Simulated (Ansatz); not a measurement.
# F: strong compression

One table from this session's results is given with a row withheld; the runs are named, their logs left out.

Program: Ansatz 0.2.0. Level of theory: DFT PBEsol, with the methods named in each step. These are calculated values, not measurements.

2 further runs of the same task are left out: 1 that didn't finish, 1 set aside as unsound or not needed. Runs told in other sessions of the task aren't counted.

**The system as given**

Symmetry: Im-3m, No. 229, cubic system. Conventional cell: a = 2.962 Å, b = 2.962 Å, c = 2.962 Å, α = 90.00°, β = 90.00°, γ = 90.00°. Around F (site symmetry m-3m) lie 8 F at 2.57 Å.

Coordinates:

```cif
data_structure
_symmetry_space_group_name_H-M 'P 1'
_symmetry_Int_Tables_number 1
_cell_length_a 2.5656
_cell_length_b 2.5656
_cell_length_c 2.5656
_cell_angle_alpha 109.471
_cell_angle_beta 109.471
_cell_angle_gamma 109.471
_cell_volume 13.00
loop_
_atom_site_label
_atom_site_type_symbol
_atom_site_fract_x
_atom_site_fract_y
_atom_site_fract_z
_atom_site_occupancy
F1 F 0.00000 0.00000 0.00000 1
```

Whether this phase is the stable one at these pressures isn't tested.

The first run:

Contents of input.yaml:

```yaml
crystal:
  lattice:
    - [-1.4812480342, 1.4812480342, 1.4812480342]
    - [1.4812480342, -1.4812480342, 1.4812480342]
    - [1.4812480342, 1.4812480342, -1.4812480342]
  atoms:
    - { symbol: F, position: [0.0, 0.0, 0.0] }
kpoints:
  mp_grid: { grid: [20, 20, 20] }
scf:
  occupations: { method: fermi_dirac, width: 0.1 }
hamiltonian:
  xc: pbesol
  pseudopotentials: { kind: paw }
output:
  forces: true
  stress: true
relax:
  f_tol: 0.005
  max_steps: 40
  cell: {}
```

On the command line:

```console
$ ansatz run input.yaml --threads 1 --pin off --max-ram 2048MiB --backend cpu --events-out ev --progress --plain --runs-dir out
```

Steps of the session up to this table: Cell relaxed at zero pressure, PAW; Volume scaled by 1, PAW; Volume scaled by 1, PAW (cutoff 250 eV); Volume scaled by 0.92, PAW; Volume scaled by 0.84, PAW; Volume scaled by 0.76, PAW; Volume scaled by 0.68, PAW; Volume scaled by 0.6, PAW; Volume scaled by 0.52, PAW; Volume scaled by 0.45, PAW; Volume scaled by 0.45, PAW (core large).

One of the session's tables, all rows but one given; the rest of the session is left out.

 The rows PAW, 0.45 and PAW (core large), 0.45 agree to the last digit and may rest on the same set-up.

```
             method  volume over the first  volume (Å³/atom)  pressure (GPa)
                PAW                      1             9.241           -0.05
                PAW                   0.92             8.502            7.28
                PAW                   0.84             7.762           19.60
                PAW                   0.76             7.023           40.29
                PAW                   0.68             6.284           75.37
                PAW                    0.6             5.545          136.69
                PAW                   0.52                 ?               ?
                PAW                   0.45             4.158          425.93
   PAW (core large)                   0.45             4.158          425.93
PAW (cutoff 250 eV)                      1             9.241           13.69
```

Estimate the missing values for PAW, 0.52.

The run gave: volume (Å³/atom): 4.805; pressure (GPa): 247.95. In the column «volume (Å³/atom)» it lies between PAW (core large), 0.45 (4.158) and PAW, 0.6 (5.545).

To keep in mind: Warnings in the runs' records: cutoff below recommended.
